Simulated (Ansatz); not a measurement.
# Ti4O3: the cost of one run

Computed with Ansatz 0.2.0 (DFT r2SCAN, scalar-relativistic, plane waves, PAW, unless a step's input says otherwise).

## (1) The system as given

The structure is tetragonal, space group I4/mmm (No. 139). The conventional cell has a = 4.258 Å, b = 4.258 Å, c = 8.203 Å, α = 90.00°, β = 90.00°, γ = 90.00°. Around Ti (site symmetry mmm) lie 4 O at 2.05 to 2.13 Å. Ti (site symmetry 4mm) is surrounded by 5 O at 2.14 to 2.22 Å. O (site symmetry -4m2) is surrounded by 6 Ti at 2.05 to 2.14 Å. Around O (site symmetry 4/mmm) lie 6 Ti at 2.13 to 2.22 Å.

As a file:

```cif
data_structure
_symmetry_space_group_name_H-M 'I4/mmm'
_symmetry_Int_Tables_number 139
_cell_length_a 4.2578
_cell_length_b 4.2578
_cell_length_c 8.2032
_cell_angle_alpha 90.000
_cell_angle_beta 90.000
_cell_angle_gamma 90.000
_cell_volume 148.71
loop_
_atom_site_label
_atom_site_type_symbol
_atom_site_symmetry_multiplicity
_atom_site_Wyckoff_symbol
_atom_site_fract_x
_atom_site_fract_y
_atom_site_fract_z
_atom_site_occupancy
Ti1 Ti 4 c 0.50000 0.00000 0.00000 1
Ti2 Ti 4 e 0.00000 0.00000 0.27062 1
O1 O 4 d 0.00000 0.50000 0.25000 1
O2 O 2 a 0.00000 0.00000 0.00000 1
```

It goes back to an entry of the Materials Project, which need not be the stable form.

This cell was relaxed beforehand with the same method: volume 10.62 Å³/atom, gap on the mesh none (metal).

## (2) The reference cell

Reference values: F = -11731.8069 eV; pressure 0.01 GPa; largest force 0.007 eV/Å; gap on the mesh none (metal). It was computed beforehand with the settings of the runs below.

## (3) The scan: random displacements

All atoms are moved at random with no net shift, in some cells together with a random strain.

## (4) rms move = 0.043 Å

input.yaml

```yaml
crystal:
  lattice:
    - [-2.1548269444, 2.1824026237, 4.2040064275]
    - [2.1405096605, -2.0831487705, 4.1450587122]
    - [2.1166272358, 2.0449490619, -4.152489924]
  atoms:
    - { symbol: Ti, position: [0.0151546539, 0.5047884399, 0.5205035884] }
    - { symbol: Ti, position: [0.2718915413, 0.2714436082, -0.0089685701] }
    - { symbol: Ti, position: [0.5070611658, 0.0005380104, 0.5069550078] }
    - { symbol: Ti, position: [0.7265838336, 0.7310169955, -0.0058426491] }
    - { symbol: O, position: [0.7381314297, 0.2505586856, 0.4954887118] }
    - { symbol: O, position: [-0.0034337803, -0.0053282373, -0.0032900153] }
    - { symbol: O, position: [0.244611156, 0.7469824977, 0.4951539265] }
basis:
  ecutwfc: 500
kpoints:
  mp_grid: { grid: [14, 14, 14] }
hamiltonian:
  xc: r2scan
scf:
  occupations: { method: gaussian, width: 0.15 }
output:
  forces: true
  stress: true
  eigenvalues: true
```

Command:

```console
> ansatz run input.yaml --threads 2 --pin off --max-ram 5120MiB --backend cpu --events-out ev --progress --plain --runs-dir out
```

What time and memory should one allow on 2 threads of Intel Xeon 6975P-C (Granite Rapids), shared host?

About 4 min, with a peak of 3.6 GiB.
